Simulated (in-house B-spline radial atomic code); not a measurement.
# Sc⁶⁺: convergence of RPA and G0W0 with the partial waves of the empty states

Question: how well does an (l+1/2)^-4 tail repair a low cut on the partial waves for Sc⁶⁺ (PBE0 start)?

Program: an in-house B-spline radial atomic code, version 1. Level of theory: RPA, second order, AC-SOSEX and G0W0 (contour deformation) on a scalar-relativistic mean field, all electrons; no spin-orbit coupling, Breit or QED terms, no two-electron picture change. These are calculated values, not measurements, unless marked.

### Step 1. The system

```
element        : scandium (Z = 21)
charge         : +6
electrons      : 15
configuration  : [Ne] 3s2 3p3
Hamiltonian    : scalar-relativistic (spin-free one-electron X2C), finite nucleus
values of lmax : 3, 4, 5, 6, 7, 8, 9, 10, 11
```

The outer shells:

Sc6+
```
[Ne] core
3s [↑↓]
3p [↑ ][↑ ][↑ ]
```

### Step 2. The run with lmax = 3

Settings, as recorded:

```ini
Z = 21
electrons = 15.0
configuration = [Ne] 3s2 3p3
hamiltonian = x2c
method = pbe0
lmax = 3
rms_radius = 3.5459
spin_polarised = True
box_radius = 9.29
intervals = 68
```

On the command line:

```console
$ python run_gw.py task.json out
```

One command runs all members of the session, one after another, from task.json.

After this run come: The run with lmax = 4; The run with lmax = 5; The run with lmax = 6; The run with lmax = 7; The run with lmax = 8; The run with lmax = 9; The run with lmax = 10; The run with lmax = 11.

What does the calculation give? Wanted: highest level, mean field; highest level, G0W0; RPA correlation energy; RPA+SOSEX.

As calculated:

| quantity | value |
| --- | --- |
| highest level, mean field (range over the runs) | -129.31 eV |
| highest level, G0W0 (range over the runs) | -137.18 to -137.00 eV |
| RPA correlation energy | -0.9533 to -0.9403 hartree |
| RPA+SOSEX | -0.5966 to -0.5892 hartree |
| semi-empirical ionisation energy (3p shell) | 137.99 ± 0.2 eV (NIST Atomic Spectra Database, ionization energies) |
| G0W0 removal energy less that value | -0.993 to -0.814 eV |

In words: At lmax = 3 the plain sum holds 89.1 % of the last extrapolated value, at lmax = 11 it holds 99.7 %. With the tail added, the runs differ from the last by up to 1.2 %, and from lmax = 5 on all values lie within 0.5 % of the last; the plain sum reaches 99 % at lmax = 8. The extrapolated value still moves by 0.12 millihartree in the last step. The G0W0 level varies by 0.18 eV over the range. At the highest cut G0W0 misses the semi-empirical ionisation energy, 137.99 ± 0.2 eV, by -0.857 eV (-0.62 %). Spin-orbit coupling is left out; in a half-filled shell it acts at second order, but the ion left behind splits at first order.
